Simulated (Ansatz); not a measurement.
two structures of Rh, a comparison of enthalpies under pressure

With Ansatz's Python interface.

Input file `rh_p6_3_mmc.extxyz`:
```text
2
Lattice="2.73097904 0.0 0.0 -1.36548952 2.36509723 0.0 0.0 0.0 4.428489" Properties=species:S:1:pos:R:3 pbc="T T T"
Rh    1.36548953    0.78836573    3.32136675
Rh   -0.00000001    1.57673149    1.10712225
```

`rh_fm_3m.cif`
```cif
data_Rh
_cell_length_a 2.683965
_cell_length_b 2.683965
_cell_length_c 2.683965
_cell_angle_alpha 60.00000
_cell_angle_beta 60.00000
_cell_angle_gamma 60.00000
_symmetry_space_group_name_H-M 'P 1'
_symmetry_Int_Tables_number 1
loop_
_symmetry_equiv_pos_as_xyz
'x, y, z'
loop_
_atom_site_label
_atom_site_type_symbol
_atom_site_fract_x
_atom_site_fract_y
_atom_site_fract_z
Rh1 Rh    0.000000    0.000000    0.000000
```

Run as a notebook:

**Cell 1**
```python
from dataclasses import dataclass
import csv

import ansatz as az
from ase.io import read
import numpy as np


@dataclass
class Options:
    xc: str = 'pbesol'
    ecut: int = 500
    k_spacing: float = 0.3
    occupations: str = 'gaussian'
    smearing_width: float = 0.05
```

**Cell 2**
```python
settings = Options()
```

**Cell 3**
```python
def ground_state(name, crystal, pressure=0.0):
    calc = (
        crystal.calculation()
        .functional(settings.xc)
        .basis(settings.ecut)
        .kpoints(spacing=settings.k_spacing)
        .occupations(settings.occupations, width=settings.smearing_width)
    )
    calc = calc.relax(force_tolerance=0.03, max_steps=40, cell=True, pressure=pressure)
    return calc.run(threads=1)
```

**Cell 4**
```python
def volume_per_atom(outcome):
    return abs(np.linalg.det(outcome.lattice.cell_ang)) / len(outcome.lattice.sites)
```

**Cell 5**
```python
phases = {}
p6_3_mmc = az.Crystal.from_extxyz('rh_p6_3_mmc.extxyz')
phases['P6_3/mmc'] = p6_3_mmc
atoms = read('rh_fm_3m.cif')
fm_3m = az.Crystal.from_ase(atoms)
phases['Fm-3m'] = fm_3m
```

**Cell 6**
```python
pressures = [0, 15, 30, 45]
enthalpy, volume = {name: [] for name in phases}, {name: [] for name in phases}
for p in pressures:
    for name, crystal in phases.items():
        o = ground_state(name, crystal, pressure=p)
        volume[name].append(volume_per_atom(o))
        enthalpy[name].append(o.report['energy_sigma0_ev'] / len(o.lattice.sites) + p * volume[name][-1] / 160.21766)
gap = np.array(enthalpy['Fm-3m']) - np.array(enthalpy['P6_3/mmc'])
rows = [(p, va, vb, 1000 * d) for p, va, vb, d in zip(pressures, volume['P6_3/mmc'], volume['Fm-3m'], gap)]
with open('transition.csv', 'w', newline='') as handle:
    writer = csv.writer(handle)
    writer.writerow(['P (GPa)', 'V P6_3/mmc (A^3/atom)', 'V Fm-3m (A^3/atom)', 'H(Fm-3m) - H(P6_3/mmc) (meV/atom)'])
    writer.writerows([round(v, 4) if isinstance(v, float) else v for v in row] for row in rows)
print(open('transition.csv').read())
crossings = [p0 - g0 * (p1 - p0) / (g1 - g0) for p0, p1, g0, g1 in zip(pressures, pressures[1:], gap, gap[1:]) if g0 * g1 < 0]
print('crossing near', [round(float(p), 1) for p in crossings], 'GPa') if crossings else print('no crossing in this range')
```
Output:
```text
P (GPa),V P6_3/mmc (A^3/atom),V Fm-3m (A^3/atom),H(Fm-3m) - H(P6_3/mmc) (meV/atom)
0,13.5509,13.497,-49.6039
15,12.9474,12.9015,-54.1759
30,12.4721,12.4324,-58.151
45,12.0809,12.0448,-61.6868

no crossing in this range
```

Caveats:
- Absolute energies stand on the zero of these potentials, so only differences at equal settings mean something.
- At a fixed pressure a relaxation lowers the enthalpy F + PV, while F alone can rise.
- The cells come from databases of deposited and of computed structures, and not all need be stable phases.
- Only these two structures are compared, at zero temperature and with their symmetry kept; either may be hypothetical, and another phase may be lower than both. Differences under about 40 meV an atom lie within the error of mesh and functional.
- Run time: 32 s on 1 thread of Intel(R) Xeon(R) 6975P-C (Granite Rapids) (shared host), peak memory 0.46 GiB.
